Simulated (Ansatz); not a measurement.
Write a Python script for the Ansatz DFT code, driven from Python that makes a single point from a YAML input of CrO₂, space group Cmcm. Use: r2SCAN, PAW, the default cutoff (500 eV here), 9×9×3 k-points, cold smearing of 0.15 eV, collinear spin.

Contents of `input.yaml`:
```yaml
crystal:
  lattice:
    - [1.43186, -2.613519, 0.0]
    - [1.43186, 2.613519, 0.0]
    - [0.0, 0.0, 10.788489]
  atoms:
    - { symbol: Cr, position: [0.0, 0.0, 0.5], spin: 3.9 }
    - { symbol: Cr, position: [0.0, 0.0, 0.0], spin: 3.9 }
    - { symbol: O, position: [0.664097, 0.335903, 0.589199] }
    - { symbol: O, position: [0.664097, 0.335903, 0.910801] }
    - { symbol: O, position: [0.335903, 0.664097, 0.410801] }
    - { symbol: O, position: [0.335903, 0.664097, 0.089199] }
magnetization:
  spin_polarized: true
kpoints:
  mp_grid: { grid: [9, 9, 3] }
hamiltonian:
  xc: r2scan
scf:
  occupations: { method: cold, width: 0.15 }
output:
  forces: true
accuracy: medium
```

`yaml_run_cro2.py`
```python
import json
import warnings

import ansatz as az
import yaml


def main() -> None:
    warnings.simplefilter("ignore", az.DeckWarning)

    with open("input.yaml") as handle:
        tree = yaml.safe_load(handle)
    print("sections:", list(tree))
    out = az.Session.from_dict(tree).plan().execute()
    report = out.report

    for key in ("converged", "n_iterations", "n_electrons", "n_kpoints", "n_pw", "n_symmetry_ops", "free_energy_ev", "fermi_energy_ev"):
        print(f"{key:18s} {report[key]}")

    print("forces (eV/A)")
    for site, force in zip(out.lattice.sites, report["forces_ev_ang"]):
        print(f"  {site.symbol:2s} {force[0]:9.4f} {force[1]:9.4f} {force[2]:9.4f}")

    print(f"net moment {report['magnetization_mub']:.3f} muB, absolute {report['absolute_magnetization_mub']:.3f} muB")
    for index, (site, m) in enumerate(zip(out.lattice.sites, report["site_moments_mub"])):
        print(f"  {index:2d} {site.symbol:2s} {m:7.3f}")

    keep = ["free_energy_ev", "energy_sigma0_ev", "fermi_energy_ev", "n_iterations", "converged", "magnetization_mub", "n_kpoints"]
    with open("cro2.json", "w") as handle:
        json.dump({key: report[key] for key in keep}, handle, indent=1)


if __name__ == "__main__":
    main()
```

`python yaml_run_cro2.py` gives:
```text
sections: ['crystal', 'magnetization', 'kpoints', 'hamiltonian', 'scf', 'output', 'accuracy']
converged          True
n_iterations       19
n_electrons        52.0
n_kpoints          50
n_pw               2067
n_symmetry_ops     8
free_energy_ev     -9040.840964357236
fermi_energy_ev    4.777057666853599
forces (eV/A)
  Cr    0.0000    0.0000    0.0000
  Cr    0.0000    0.0000    0.0000
  O     0.0000   -0.0387   -0.9560
  O     0.0000   -0.0387    0.9560
  O     0.0000    0.0387    0.9560
  O     0.0000    0.0387   -0.9560
net moment 4.000 muB, absolute 5.073 muB
   0 Cr   1.880
   1 Cr   1.880
   2 O   -0.119
   3 O   -0.119
   4 O   -0.119
   5 O   -0.119
```

It writes `cro2.json`:
```json
{
 "free_energy_ev": -9040.840964357236,
 "energy_sigma0_ev": -9040.843043095017,
 "fermi_energy_ev": 4.777057666853599,
 "n_iterations": 19,
 "converged": true,
 "magnetization_mub": 3.9999999999988063,
 "n_kpoints": 50
}
```

These settings explore the input space; cutoff and mesh may be short of convergence. An absolute Fermi energy rests on an arbitrary zero of the periodic potential and has no direct meaning. Without a Hubbard U or exact exchange, semilocal functionals often make such 3d compounds metallic or too weakly gapped. The structure comes from a database of computed cells and needn't be a stable or known phase. The whole script took 19 s on 1 thread of AMD EPYC 9R45 96-Core Processor (Zen 5) (shared host), peak memory 0.83 GiB.

(Lines on the test bed's own set-up are left out of the output.)
